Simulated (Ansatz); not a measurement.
# NaVS2: how the settings move a single-point run

Aim: see which settings change the result for NaVS2, by how much, and at what cost.

Computed with Ansatz 0.2.0 (reference: DFT, LDA+U, PAW with Ansatz's default frozen-core files, scalar-relativistic, unless a step's input says otherwise).

### 1 The structure to begin with

Symmetry: R-3m, No. 166, trigonal system. The conventional cell has a = 3.599 Å, b = 3.599 Å, c = 19.383 Å, α = 90.00°, β = 90.00°, γ = 120.00°. Around Na (site symmetry -3m) lie 6 S at 2.81 Å. V (site symmetry -3m) has 6 S at 2.47 Å in its first shell of neighbours. S (site symmetry 3m) is surrounded by 3 V at 2.47 Å and 3 Na at 2.81 Å.

As a file:

```xyz
4
Lattice="1.7993 1.0388 6.4611 -1.7993 1.0388 6.4611 0.0000 -2.0777 6.4611" Properties=species:S:1:pos:R:3 pbc="T T T"
Na    0.0000    0.0000    9.6916
V     0.0000    0.0000    0.0000
S     0.0000    0.0000    5.1245
S     0.0000    0.0000   14.2587
```

### 2 The reference run

input.yaml reads:

```yaml
crystal:
  lattice:
    - [1.7993010104, 1.0388269227, 6.4610546979]
    - [-1.7993010104, 1.0388269227, 6.4610546979]
    - [0.0, -2.0776538454, 6.4610546979]
  atoms:
    - { symbol: Na, position: [0.5, 0.5, 0.5] }
    - { symbol: V, position: [0.0, 0.0, 0.0], spin: 2.0 }
    - { symbol: S, position: [0.26437887, 0.26437887, 0.26437887] }
    - { symbol: S, position: [0.73562113, 0.73562113, 0.73562113] }
magnetization:
  spin_polarized: true
kpoints:
  mp_grid: { grid: [11, 11, 11] }
scf:
  occupations: { method: fermi_dirac, width: 0.03 }
hamiltonian:
  xc: lda
  pseudopotentials: { kind: paw }
  hubbard: { sites: [{ species: V, l: d, u_eff: 6 }] }
output:
  forces: true
  stress: true
  eigenvalues: true
  hubbard: { sites: [{ species: V, l: d }] }
  populations: true
  dos: { projected: true, de: 0.1, e_range: [-10, 8] }
```

On the command line:

```sh
$ ansatz run input.yaml --threads 2 --pin off --max-ram 6144MiB --backend cpu --events-out ev --progress --plain --runs-dir out
```

Excerpt of the output:

```text
[...]
Basis set: ecut = 420 eV, 1407 PW (Γ), FFT grids on a1−a3, a2−a3, a3
[...]
Magnetic group: BNS 166.97 (UNI 1327), of the structure as read, at distance tolerance 4.2e-5 Å
k-points: 146 of 1331
[...]
SCF iter   1: F=—  HF=-6065.243636 eV  |F-HF|=—  |Δ(HF+E_count)|=         —  Δρ=2.74e-2 (↑2.57e-2 ↓2.74e-2)  dr2=2.43e0  dr2_m=1.20e-1  M=2.000 μB ∫|m|=2.625 μB  β_m=1.00  ethr=3.10e-3  ⟨swp⟩=5.7  Hψ=26565  notcnv=0
preconditioner: auto → Kerker (q_TF=auto, 2.405 Å⁻¹)  [metal: Δε(μ)=0.002 eV  Ē_g=8.161 eV  σ=0.030 eV  W_gap=0.01  n_scr=22 (ndim 8)  ℏωp=18.5 eV  f_vac=0.000  D(μ)=6.23/eV (n_scr^D=68)]
[...]
SCF iter   2: F=—  HF=-6065.320943 eV  |F-HF|=—  |Δ(HF+E_count)|=   7.73e-2  Δρ=1.80e-2 (↑1.80e-2 ↓1.58e-2)  dr2=9.75e-1  dr2_m=3.81e-2  M=2.000 μB ∫|m|=3.012 μB  β_m=1.00  ethr=3.10e-3  ⟨swp⟩=2.0  Hψ=9883  notcnv=0  defer=188
[...]
k-points: 366 of 1331
[...]
SCF iter   2: F=—  HF=-6066.344627 eV  |F-HF|=—  |Δ(HF+E_count)|=   1.72e-7  Δρ=1.14e-5 (↑1.14e-5 ↓9.10e-6)  dr2=3.41e-7  dr2_m=7.24e-9  M=2.000 μB ∫|m|=2.524 μB  ethr=2.94e-6  ⟨swp⟩=1.5  Hψ=68526  notcnv=0
SCF iter   3: F=-6066.344627 eV  HF=-6066.344627 eV  |F-HF|=2.50e-8  |Δ(HF+E_count)|=   9.34e-8  Δρ=2.18e-6 (↑2.18e-6 ↓1.62e-6)  dr2=3.08e-8  dr2_m=3.64e-10  M=2.000 μB ∫|m|=2.524 μB  ethr=2.94e-10  ⟨swp⟩=1.1  Hψ=44477  notcnv=0
[...]
SCF converged after 20 iterations
Magnetization: 2.0000 μB (18.0000 up, 16.0000 down)
[...]
Free energy (F): -6066.344627 eV
[...]
E sigma→0 (E₀):  -6066.344627 eV
Fermi energy:    7.772389 eV
[...]
  P = ⅓ Tr σ = -0.4162 GPa (-4.162 kbar)
[...]
```

It took 3.2 min on 2 threads of Arm Neoverse V1, shared host; peak memory 2.6 GiB.

### 3 Variant: hubbard.double_counting amf

Changes to input.yaml since step 2:

```diff
@@ -19,3 +19,3 @@
   pseudopotentials: { kind: paw }
-  hubbard: { sites: [{ species: V, l: d, u_eff: 6 }] }
+  hubbard: { sites: [{ species: V, l: d, u_eff: 6 }], double_counting: amf }
 output:
@@ -26,2 +26 @@
   populations: true
-  dos: { projected: true, de: 0.1, e_range: [-10, 8] }
```

On the command line:

```sh
$ ansatz run input.yaml --threads 2 --pin off --max-ram 6144MiB --backend cpu --events-out ev --progress --plain --runs-dir out
```

Log:

```text
basis.fft_grid_basis auto: the FFT boxes are laid along the combinations [[1, 0, -1], [0, 1, -1], [0, 0, 1]] of the cell's own vectors, 3.599, 3.599 and 6.787 Å long. The dense box has 25×25×48 points. Along the cell's own vectors, as sized, it would have 48×48×48, 3.69 times as many. Of the 12 symmetry operations that the crystal satisfies within crystal.symmetry.tolerance (time reversal apart; of a slab, those that keep its plane) the dense box along the cell's own vectors carries 12, and the one as laid loses 8 of those. basis.fft_grid_basis: typed keeps the cell's own vectors: state it where this run's energies or levels are differenced outside the engine with another run's, or held beside a run that keeps those vectors.
Na: projections on atomic orbitals take those of the free atom [He] 2s2 2p6 3s1, of charge +0.00 (hamiltonian.pseudopotentials.projection_atoms); the dataset's partial waves leave at most 1.8e-8 of an orbital's norm unspanned inside its sphere
V: projections on atomic orbitals take those of the free atom [Ne] 3s2 3p6 3d3 4s2, of charge +0.00 (hamiltonian.pseudopotentials.projection_atoms); the dataset's partial waves leave at most 5.8e-7 of an orbital's norm unspanned inside its sphere
S: projections on atomic orbitals take those of the free atom [Ne] 3s2 3p4, of charge +0.00 (hamiltonian.pseudopotentials.projection_atoms); the dataset's partial waves leave at most 1.6e-7 of an orbital's norm unspanned inside its sphere
Engine: ansatz 0.2.0
Pseudopotentials: kind: paw
Pseudopotential: Na, paw, valence charge 9, recommended cutoff 420 eV (normal)
Pseudopotential: V, paw, valence charge 13, recommended cutoff 420 eV (normal)
Pseudopotential: S, paw, valence charge 6, recommended cutoff 420 eV (normal)
Functional definition: SPW92
  exchange = slater_x
  correlation = pw_c
Crystal: 4 atoms, lattice volume = 72.461 Å³
Basis set: ecut = 420 eV, 1407 PW (Γ), FFT grids on a1−a3, a2−a3, a3
Bands: 22, of which v1, the nominal top of the filled ones, is band 17 counted from 1 (16 counted from 0)
Symmetry: 12 space group operations
Space group: R-3m (ITA 166), of the structure as read, at distance tolerance 4.2e-5 Å
Magnetic group: BNS 166.97 (UNI 1327), of the structure as read, at distance tolerance 4.2e-5 Å
k-points: 146 of 1331
Non-local potential: Na, projectors of the file, l = 0: 3, l = 1: 2, l = 2: 1
Non-local potential: V, projectors of the file, l = 0: 3, l = 1: 2, l = 2: 3, l = 3: 1
Non-local potential: S, projectors of the file, l = 0: 2, l = 1: 2, l = 2: 2
PAW form: soft (Blöchl's): semilocal exchange-correlation on the pseudo side does not see the compensation charge
PAW frozen core: Na, regenerated for the run's functional, and the local potential with it (the file was generated under x = pbe(κ = 0.804, μ = 0.2195149727645171), c = pbe(β = 0.06672455060314922))
PAW frozen core: V, regenerated for the run's functional, and the local potential with it (the file was generated under x = pbe(κ = 0.804, μ = 0.2195149727645171), c = pbe(β = 0.06672455060314922))
PAW frozen core: S, regenerated for the run's functional, and the local potential with it (the file was generated under x = pbe(κ = 0.804, μ = 0.2195149727645171), c = pbe(β = 0.06672455060314922))
PAW one-centre angular grid: Na, 110 points (default); XC on 64 Gauss nodes
PAW one-centre angular grid: V, 590 points (default); XC on 64 Gauss nodes
PAW one-centre angular grid: S, 110 points (default); XC on 64 Gauss nodes
Initial density: superposition of atomic densities (chi_scale 0.1, normalization cell, long waves kept (reshape's long-wave potential 0.16 eV rms))
Starting moments: Σ|m| = 2 μB on 1 of 4 sites
Initial wavefunctions: pseudopotential atomic-orbital guess
Functional: x = slater, c = lda
SCF iter   1: F=—  HF=-6070.594723 eV  |F-HF|=—  |Δ(HF+E_count)|=         —  Δρ=2.58e-2 (↑2.58e-2 ↓2.43e-2)  dr2=1.42e0  dr2_m=1.27e-1  M=1.967 μB ∫|m|=2.094 μB  β_m=1.00  ethr=3.10e-3  ⟨swp⟩=5.6  Hψ=26515  notcnv=0
preconditioner: auto → Kerker (q_TF=auto, 2.405 Å⁻¹)  [metal: Δε(μ)=0.002 eV  Ē_g=7.276 eV  σ=0.030 eV  W_gap=0.01  n_scr=22 (ndim 8)  ℏωp=18.5 eV  f_vac=0.000  D(μ)=6.45/eV (n_scr^D=80)]
spin=Collinear: Kerker preconditioning applied to the charge; magnetization (m = ρ↑ − ρ↓) channel mixes plain (no charge-response kernel on spin).
SCF iter   2: F=—  HF=-6070.715413 eV  |F-HF|=—  |Δ(HF+E_count)|=   1.21e-1  Δρ=1.56e-2 (↑1.56e-2 ↓1.44e-2)  dr2=8.55e-1  dr2_m=5.52e-3  M=2.000 μB ∫|m|=2.126 μB  β_m=1.00  ethr=3.10e-3  ⟨swp⟩=2.0  Hψ=9704  notcnv=0  defer=125
SCF iter   3: F=—  HF=-6070.653801 eV  |F-HF|=—  |Δ(HF+E_count)|=   6.16e-2  Δρ=8.14e-3 (↑8.14e-3 ↓6.24e-3)  dr2=1.19e-1  dr2_m=7.64e-3  M=2.000 μB ∫|m|=2.081 μB  β_m=0.30  ethr=2.51e-3  ⟨swp⟩=2.2  Hψ=12453  notcnv=0  defer=126
SCF iter   4: F=—  HF=-6070.835760 eV  |F-HF|=—  |Δ(HF+E_count)|=   1.82e-1  Δρ=1.35e-2 (↑1.35e-2 ↓3.64e-3)  dr2=8.27e-2  dr2_m=4.07e-2  M=2.000 μB ∫|m|=2.027 μB  β_m=0.30  ethr=3.50e-4  ⟨swp⟩=2.0  Hψ=13462  notcnv=0  defer=128
SCF iter   5: F=—  HF=-6071.183287 eV  |F-HF|=—  |Δ(HF+E_count)|=   3.48e-1  Δρ=1.65e-2 (↑1.65e-2 ↓4.57e-3)  dr2=7.17e-2  dr2_m=6.61e-2  M=2.000 μB ∫|m|=2.008 μB  β_m=0.30  ethr=2.43e-4  ⟨swp⟩=2.7  Hψ=11284  notcnv=0  defer=144
SCF iter   6: F=—  HF=-6071.532267 eV  |F-HF|=—  |Δ(HF+E_count)|=   3.49e-1  Δρ=9.08e-3 (↑8.35e-3 ↓9.08e-3)  dr2=8.54e-3  dr2_m=4.72e-2  M=2.000 μB ∫|m|=2.009 μB  β_m=0.30  ethr=2.11e-4  ⟨swp⟩=2.5  Hψ=13849  notcnv=0  defer=144
SCF iter   7: F=—  HF=-6071.778122 eV  |F-HF|=—  |Δ(HF+E_count)|=   2.46e-1  Δρ=9.61e-3 (↑9.61e-3 ↓5.58e-3)  dr2=1.37e-2  dr2_m=3.65e-2  M=2.000 μB ∫|m|=2.014 μB  β_m=0.30  ethr=2.51e-5  ⟨swp⟩=2.0  Hψ=12627  notcnv=0  defer=146
SCF iter   8: F=—  HF=-6071.923966 eV  |F-HF|=—  |Δ(HF+E_count)|=   1.46e-1  Δρ=6.37e-3 (↑6.37e-3 ↓6.20e-3)  dr2=2.06e-3  dr2_m=2.57e-2  M=2.000 μB ∫|m|=2.021 μB  β_m=0.30  ethr=2.51e-5  ⟨swp⟩=2.0  Hψ=10897  notcnv=0  defer=146
SCF iter   9: F=—  HF=-6072.010921 eV  |F-HF|=—  |Δ(HF+E_count)|=   8.70e-2  Δρ=5.62e-3 (↑5.62e-3 ↓4.86e-3)  dr2=1.08e-3  dr2_m=1.82e-2  M=2.000 μB ∫|m|=2.028 μB  β_m=0.30  ethr=6.06e-6  ⟨swp⟩=2.0  Hψ=12900  notcnv=0  defer=146
SCF iter  10: F=—  HF=-6072.061119 eV  |F-HF|=—  |Δ(HF+E_count)|=   5.02e-2  Δρ=4.53e-3 (↑4.53e-3 ↓4.28e-3)  dr2=1.85e-4  dr2_m=1.28e-2  M=2.000 μB ∫|m|=2.033 μB  β_m=0.30  ethr=3.18e-6  ⟨swp⟩=2.0  Hψ=10170  notcnv=0  defer=146
SCF iter  11: F=—  HF=-6072.090214 eV  |F-HF|=—  |Δ(HF+E_count)|=   2.91e-2  Δρ=3.95e-3 (↑3.49e-3 ↓3.95e-3)  dr2=1.82e-4  dr2_m=9.15e-3  M=2.000 μB ∫|m|=2.038 μB  β_m=0.30  ethr=5.45e-7  ⟨swp⟩=2.0  Hψ=11247  notcnv=0  defer=146
SCF iter  12: F=—  HF=-6072.107325 eV  |F-HF|=—  |Δ(HF+E_count)|=   1.71e-2  Δρ=3.16e-3 (↑3.07e-3 ↓3.16e-3)  dr2=3.00e-5  dr2_m=6.44e-3  M=2.000 μB ∫|m|=2.042 μB  β_m=0.30  ethr=5.36e-7  ⟨swp⟩=2.0  Hψ=11321  notcnv=0  defer=146
SCF iter  13: F=—  HF=-6072.117468 eV  |F-HF|=—  |Δ(HF+E_count)|=   1.01e-2  Δρ=2.70e-3 (↑2.55e-3 ↓2.70e-3)  dr2=5.69e-5  dr2_m=4.56e-3  M=2.000 μB ∫|m|=2.045 μB  β_m=0.30  ethr=8.81e-8  ⟨swp⟩=2.5  Hψ=11765  notcnv=0  defer=146
SCF iter  14: F=—  HF=-6072.123590 eV  |F-HF|=—  |Δ(HF+E_count)|=   6.12e-3  Δρ=2.30e-3 (↑2.30e-3 ↓2.09e-3)  dr2=5.66e-5  dr2_m=3.19e-3  M=2.000 μB ∫|m|=2.048 μB  β_m=0.30  ethr=8.81e-8  ⟨swp⟩=2.3  Hψ=11914  notcnv=0  defer=146
Mixer restart at iter 14: flushing history
spin-set hold released at iteration 14 (site moments contracting): the magnetisation degrees of freedom join the quasi-Newton model from the next iteration; the mixer history was flushed
SCF iter  15: F=—  HF=-6072.127318 eV  |F-HF|=—  |Δ(HF+E_count)|=   3.73e-3  Δρ=1.92e-3 (↑1.80e-3 ↓1.92e-3)  dr2=3.53e-5  dr2_m=2.29e-3  M=2.000 μB ∫|m|=2.051 μB  β_m=0.54  ethr=8.81e-8  ⟨swp⟩=2.2  Hψ=11053  notcnv=0  defer=146
SCF iter  16: F=—  HF=-6072.133775 eV  |F-HF|=—  |Δ(HF+E_count)|=   6.46e-3  Δρ=9.29e-4 (↑9.29e-4 ↓4.07e-4)  dr2=2.59e-4  dr2_m=2.70e-4  M=2.000 μB ∫|m|=2.059 μB  β_m=0.64  ethr=8.81e-8  ⟨swp⟩=3.0  Hψ=14600  notcnv=0  defer=146
SCF iter  17: F=—  HF=-6072.134239 eV  |F-HF|=—  |Δ(HF+E_count)|=   4.64e-4  Δρ=3.41e-4 (↑2.17e-4 ↓3.41e-4)  dr2=7.91e-5  dr2_m=3.56e-5  M=2.000 μB ∫|m|=2.063 μB  β_m=0.82  ethr=8.81e-8  ⟨swp⟩=2.4  Hψ=12752  notcnv=0  defer=146
SCF iter  18: F=—  HF=-6072.134339 eV  |F-HF|=—  |Δ(HF+E_count)|=   1.00e-4  Δρ=7.79e-5 (↑7.79e-5 ↓3.28e-5)  dr2=3.92e-6  dr2_m=1.36e-6  M=2.000 μB ∫|m|=2.064 μB  β_m=0.91  ethr=8.81e-8  ⟨swp⟩=2.0  Hψ=11279  notcnv=0  defer=146
SCF iter  19: F=—  HF=-6072.134347 eV  |F-HF|=—  |Δ(HF+E_count)|=   8.05e-6  Δρ=3.76e-5 (↑3.76e-5 ↓2.24e-5)  dr2=9.07e-7  dr2_m=4.20e-7  M=2.000 μB ∫|m|=2.064 μB  β_m=0.95  ethr=1.15e-8  ⟨swp⟩=2.1  Hψ=9795  notcnv=0  defer=146
SCF iter  20: F=—  HF=-6072.134352 eV  |F-HF|=—  |Δ(HF+E_count)|=   4.77e-6  Δρ=2.02e-5 (↑2.02e-5 ↓1.24e-5)  dr2=4.47e-7  dr2_m=4.16e-8  M=2.000 μB ∫|m|=2.064 μB  β_m=0.94  ethr=2.67e-9  ⟨swp⟩=2.1  Hψ=11246  notcnv=0  defer=146
SCF iter  21: F=-6072.134352 eV  HF=-6072.134352 eV  |F-HF|=6.89e-8  |Δ(HF+E_count)|=   4.18e-7  Δρ=7.04e-6 (↑7.04e-6 ↓4.29e-6)  dr2=8.12e-8  dr2_m=2.67e-9  M=2.000 μB ∫|m|=2.064 μB  ethr=2.94e-10  ⟨swp⟩=5.4  Hψ=26934  notcnv=0
SCF 1 converged in 21 iterations: F = -6072.134352 eV  dr2 = 8.12e-8
Symmetry: 4 space group operations
k-points: 366 of 1331
Initial density: read from a saved state, or passed on in memory by an earlier SCF of this step, an earlier step, the calling program or the single point that the run made first
Starting moments: Σ|m| = 2 μB on 1 of 4 sites; this step starts from the density that it was given
Initial wavefunctions: those read from a saved state, or passed on in memory by an earlier step or the calling program
iter 1 solved again at ethr=2.39e-10 eV; its pass at ethr=2.94e-6 eV (dr2=8.12e-8 eV) is discarded
SCF iter   1: F=—  HF=-6072.134352 eV  |F-HF|=—  |Δ(HF+E_count)|=         —  Δρ=7.04e-6 (↑7.04e-6 ↓4.29e-6)  dr2=8.12e-8  dr2_m=2.67e-9  M=2.000 μB ∫|m|=2.064 μB  ethr=2.39e-10  ⟨swp⟩=1.0  Hψ=87071  notcnv=0
preconditioner: auto → Resta (q_TF=auto, 2.405 Å⁻¹)  ε∞=6.3  [insulator: Δε(μ)=1.098 eV  Ē_g=8.040 eV  σ=0.030 eV  W_gap=1.00  n_scr=22 (ndim 8)  ℏωp=18.5 eV  f_vac=0.002  D(μ)=0.00/eV (n_scr^D=0)  ε∞_Penn≈6.3]
spin=Collinear: Resta preconditioning applied to the charge; magnetization (m = ρ↑ − ρ↓) channel mixes plain (no charge-response kernel on spin).
SCF iter   2: F=—  HF=-6072.134352 eV  |F-HF|=—  |Δ(HF+E_count)|=   4.92e-7  Δρ=1.70e-5 (↑1.70e-5 ↓1.49e-5)  dr2=1.15e-6  dr2_m=2.01e-8  M=2.000 μB ∫|m|=2.064 μB  ethr=2.94e-6  ⟨swp⟩=1.0  Hψ=64416  notcnv=0
SCF iter   3: F=—  HF=-6072.134352 eV  |F-HF|=—  |Δ(HF+E_count)|=   4.57e-7  Δρ=3.44e-6 (↑3.44e-6 ↓2.75e-6)  dr2=3.73e-8  dr2_m=6.48e-10  M=2.000 μB ∫|m|=2.064 μB  ethr=2.94e-10  ⟨swp⟩=1.5  Hψ=36541  notcnv=0
SCF iter   4: F=-6072.134352 eV  HF=-6072.134352 eV  |F-HF|=1.02e-9  |Δ(HF+E_count)|=   5.07e-8  Δρ=7.56e-7 (↑7.56e-7 ↓6.67e-7)  dr2=9.53e-10  dr2_m=1.95e-11  M=2.000 μB ∫|m|=2.064 μB  ethr=1.37e-10  ⟨swp⟩=1.0  Hψ=37796  notcnv=0
an SCF along what the orbitals of the run's state read of its open shells (or to have them read: on a GPU, or by another smearing), with 8 of the crystal's symmetry operations given up (366 k-points in place of 146), reached no lower state that the run goes on to. This is no proof of a minimum
SCF converged after 21 iterations
Magnetization: 2.0000 μB (18.0000 up, 16.0000 down)
Absolute magnetization: 2.0825 μB (∫|ρ↑−ρ↓|, with the PAW one-centre terms)
Spin contamination: 0.0715 ħ² per cell (⟨S²⟩ above its minimum at these occupations)
Per-site moments (μB) at R_I (Å): [(0.011177621117549077, 1.1596881380121082), (1.2983125239110576, 1.0190525583594698), (0.1585341599067865, 1.0190525583594703), (0.1585341599067862, 1.0190525583594698)]
Free energy (F): -6072.134352 eV
Harris-Foulkes:  -6072.134352 eV  (|F-HF|=6.89e-8)
Internal energy: -6072.134352 eV  (E = F + TS)
E sigma→0 (E₀):  -6072.134352 eV
Fermi energy:    7.472503 eV
--- Per-component energies (eV) ---
  E_band       = -436.802770
  E_kinetic    = 670.534038
  E_local      = -2912.441310  (includes V_loc(G=0)·N_el)
  E_nonlocal   = 136.471265
  E_hartree    = 1157.120810
  E_xc         = -359.978894
  E_vxc        = -389.974036  (∫ρ·V_xc dr)
  E_hubbard    = -2.797075  (on-site DFT+U / exact-exchange correction)
  E_vhub       = -5.594216  (the Hubbard potential's part of the band-sum identity)
  E_paw        = -2444.423456  (= ΣΔE_a)
  E_vpaw       = -250.030879  (= ΣTr[D̂ρ^β])
  E_aug_tail   = 0.000269  (compensation charges beyond the density's cutoff)
  E_ewald      = -2317.413434
  E_core_change = 0.793435  (= ΣΔE_core)
  E_smearing   = -0.000000  (= −TS)
  E_closure    = 0.000000  (closes the sum)
  Σ components = -6072.134352   (vs F -6072.134352, Δ=0.00e0)
DFT+U double counting: amf (around mean field; hamiltonian.hubbard.double_counting)
--- Forces (eV/Å), atoms counted from 1 ---
  atom   1  Na    -0.00000000     0.00000000    -0.00000000
  atom   2  V      0.00000000     0.00000000     0.00000000
  atom   3  S      0.00000000    -0.00000000     0.18289235
  atom   4  S     -0.00000000     0.00000000    -0.18289235
  max |Σ_I F_I| component: 2.31e-18 eV/Å
--- Stress (GPa, compression-positive) ---
       -2.651277       0.000000      -0.000000
        0.000000      -2.651277       0.000000
       -0.000000       0.000000      -2.759777
  P = ⅓ Tr σ = -2.6874 GPa (-26.874 kbar)
--- Band table (eV; the first three rows and the last of 292) ---
  k-point 0 ↑: bands = ["-56.9010", "-43.5289", "-31.3015", "-30.9229", "-30.9229", "-16.0526", "-16.0325", "-16.0325", "-6.2179", "-4.8456", "2.2954", "3.6828", "3.6828", "5.2223", "5.2223", "6.2252", "6.7051", "6.7051", "9.6950", "10.8459", "10.8459", "11.0321"]
  k-point 1 ↑: bands = ["-56.9009", "-43.5287", "-31.3010", "-30.9260", "-30.9237", "-16.0517", "-16.0365", "-16.0333", "-6.1367", "-4.8168", "2.3959", "3.4970", "3.7253", "5.0194", "5.1342", "6.3178", "6.3523", "6.7088", "9.7428", "10.5224", "10.7902", "11.4031"]
  k-point 2 ↑: bands = ["-56.9004", "-43.5282", "-31.2997", "-30.9344", "-30.9257", "-16.0491", "-16.0471", "-16.0357", "-5.9054", "-4.7398", "2.6322", "3.0795", "3.8289", "4.5304", "4.9594", "5.7249", "6.3235", "6.6585", "9.8424", "10.2446", "10.6940", "12.1362"]
  k-point 145 ↓: bands = ["-55.5645", "-43.5247", "-30.3706", "-29.4339", "-29.4312", "-16.0455", "-16.0310", "-16.0279", "-5.7753", "-4.8212", "3.3776", "3.8077", "4.1786", "5.1892", "6.2860", "6.6345", "8.6090", "8.8986", "9.1487", "10.1547", "10.4060", "12.8925"]
Occupation matrices written to <dir>
--- Löwdin populations: 4 sites ---
  site symbol       q [e]    m [muB]
     0     Na      8.3594     0.0114
     1      V     12.0995     1.4994
     2      S      6.6878     0.2362
     3      S      6.6878     0.2362
  spilling = 0.004869 (of n_electrons = 34.000000)
--- Occupation matrices: 1 shell (run DFT+U table (all-electron-ortho-atomic); ε = 1.03e-2) ---
  V1 d_3D: site group D3d (-3m)
  V1 d_3D up     Tr n = 2.5299  λ = 0.057 0.249 0.249 0.988 0.988  [z2 1.00 (T2g 1.00) A1g(1.00) | 2× xz 0.28 (Eg 0.99) Eg(1.00) | 2× x2-y2 0.28 (T2g 0.99) Eg(1.00)]
  V1 d_3D dn     Tr n = 1.0491  λ = 0.072 0.072 0.084 0.411 0.411  [2× x2-y2 0.35 (T2g 1.00) Eg(1.00) | z2 1.00 (T2g 1.00) A1g(1.00) | 2× xz 0.35 (Eg 1.00) Eg(1.00)]
  Tr n, λ and their labels are of the run-group-symmetrised matrices; stabiliser: 12 of 24 elements of G0×{1,Θ} (closed), max defect 2.4e-15 at τ = 2.2e-3
```

It took 2.6 min on 2 threads of Arm Neoverse V1, shared host; peak memory 2.7 GiB.

Changing the double counting of the Hubbard term moves the energy by -1.45 eV/atom, and the pressure goes from -0.4 to -2.7 GPa, the gap on the mesh goes from 1.72 to 1.10 eV, the absolute moment goes from 2.52 to 2.08 μB and the largest force goes from 0.05 to 0.18 eV/Å. The U term adds an energy of its own, so the shift says nothing about which run is better.

### 4 Comparison

| run | ending | energy change | pressure (GPa) | gap (eV) | abs. moment (μB) | force (eV/Å) | cycles | time |
| --- | --- | --- | --- | --- | --- | --- | --- | --- |
| reference | converged | 0 | -0.4 | 1.72 | 2.52 | 0.05 | 48 | 3.2 min |
| 1: hubbard.double_counting amf | converged | -1.45 eV/atom (Hubbard term changed: no physical gain or loss) | -2.7 | 1.10 | 2.08 | 0.18 | 21 | 2.6 min |

Times don't compare one to one where runs were asked for different outputs or read a saved state (see the inputs); cycles may leave out searches for a lower state.

Residual by cycle in the longest SCF loop of each run; runs are numbered as in the table. The quantity is the density residual dr2, in eV.

| cycle | reference | run 1 |
| --- | --- | --- |
| 1 | 2.43 | 1.42 |
| 3 | 0.376 | 0.119 |
| 5 | 0.241 | 0.0717 |
| 8 | 0.00362 | 0.00206 |
| 10 | 0.147 | 1.8e-4 |
| 12 | 0.0436 | 3.0e-5 |
| 14 | 0.021 | 5.7e-5 |
| 16 | 9.1e-4 | 2.6e-4 |
| 18 | 1.1e-5 | 3.9e-6 |
| 21 | 4.3e-6 | 8.1e-8 |
| 23 | 1.5e-7 | - |
| 25 | 7.8e-8 | - |

Changing the double counting of the Hubbard term moves the energy by -1.45 eV/atom, and the pressure goes from -0.4 to -2.7 GPa, the gap on the mesh goes from 1.72 to 1.10 eV, the absolute moment goes from 2.52 to 2.08 μB and the largest force goes from 0.05 to 0.18 eV/Å. The U term adds an energy of its own, so the shift says nothing about which run is better. A changed U is a change of model: its shifts are not errors of convergence.
